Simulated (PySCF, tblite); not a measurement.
**C4H16N2Si2: geometry, infrared bands and NMR shifts**

Aim: predict the infrared bands and NMR shifts of C4H16N2Si2 (`CN(C)[SiH]([SiH3])N(C)C`).

Programs: tblite 0.8.0 and PySCF 2.14.0, with density-fitted response routines of our own. Each step states its level of theory. These are calculated values for one molecule in the gas phase, unless marked as measured. Atoms count from 0, in the outputs and in this text.

### Step 1. Starting geometry

24 atoms, charge 0, multiplicity 1; geometry from: force field or distance geometry start.

Bonds of the start (Å): C0–N1 1.46, N1–C2 1.46, N1–Si3 1.80, Si3–Si4 2.22, Si3–N5 1.80, N5–C6 1.45, N5–C7 1.47, C0–H8 1.11, C0–H9 1.12, C0–H10 1.11, C2–H11 1.11, C2–H12 1.12, C2–H13 1.09, Si3–H14 1.44, Si4–H15 1.48, Si4–H16 1.47, Si4–H17 1.48, C6–H18 1.11, C6–H19 1.11, C6–H20 1.13, C7–H21 1.11, C7–H22 1.12, C7–H23 1.11.

### Step 2. Geometry optimisation with GFN2-xTB

Job settings and geometry (Å):

```
{"job": {"kind": "relax", "xc": "GFN2-xTB", "basis": "xTB"}, "charge": 0, "multiplicity": 1}
C      2.293400    -1.264300    -0.811600
N      1.559700    -0.482900     0.176900
C      2.223700     0.793800     0.448700
Si    -0.010900    -0.070000    -0.599000
Si    -0.525900     2.047800    -0.173000
N     -1.243100    -1.083700     0.235000
C     -2.484800    -1.162400    -0.506600
C     -1.416300    -0.501200     1.568100
H      2.795300    -0.581900    -1.529000
H      1.588000    -1.899700    -1.413200
H      2.994900    -1.985500    -0.343000
H      1.974700     1.066700     1.500000
H      1.763000     1.515300    -0.269500
H      3.298100     0.727000     0.250000
H      0.078600    -0.309700    -2.015700
H     -1.979500     2.179900     0.088400
H      0.149000     2.586600     1.013800
H     -0.270000     2.864300    -1.386500
H     -2.468300    -1.946500    -1.286900
H     -2.779500    -0.175800    -0.931200
H     -3.272700    -1.374100     0.271700
H     -0.533500     0.149300     1.752400
H     -2.284800     0.204000     1.611400
H     -1.460800    -1.277200     2.356300
```

On the command line:

```bash
OMP_NUM_THREADS=1 python probes_run.py task.json out
```

The driver reads the jobs from task.json and runs them one after another.

**Question.** This job is followed by: GFN2-xTB harmonic vibrations, gas phase; GIAO PBE0/pcSseg-1 NMR shielding, non-relativistic, gas phase. What will the session give for the following? strongest single infrared mode (GFN2-xTB); zero-point energy (GFN2-xTB); ¹³C shifts against TMS (PBE0/pcSseg-1, means over atoms taken as alike); ¹H shifts against TMS (PBE0/pcSseg-1, means over atoms taken as alike); ¹⁵N shifts against NH3 (PBE0/pcSseg-1, means over atoms taken as alike); ²⁹Si shifts against TMS (PBE0/pcSseg-1).

The runs gave:

| quantity | value |
| --- | --- |
| strongest single infrared mode (GFN2-xTB) | 2208 cm⁻¹, 452 km/mol |
| zero-point energy (GFN2-xTB) | 121.9 kcal/mol |
| ¹³C shifts against TMS (PBE0/pcSseg-1, means over atoms taken as alike) | 39.5 ppm |
| ¹H shifts against TMS (PBE0/pcSseg-1, means over atoms taken as alike) | 5.17, 3.23, 2.56 ppm |
| ¹⁵N shifts against NH3 (PBE0/pcSseg-1, means over atoms taken as alike) | 25.3 ppm |
| ²⁹Si shifts against TMS (PBE0/pcSseg-1) | -11.3, -134.6 ppm |

In words: The optimisation took 236 steps and gained 1.636 eV; among the close pairs (by a distance rule), Si3–Si4 changed most, from 2.221 to 2.309 Å. All 66 modes are real, so the xTB geometry is a minimum. The strongest single mode, at 2208 cm⁻¹, moves mainly H17 and H15. Unscaled tight-binding wavenumbers are off by several per cent, some by more. Its intensities can rank the bands wrongly. At PBE0/pcSseg-1: Shielding is most anisotropic at Si3 (span 94 ppm, paramagnetic term -524 ppm).
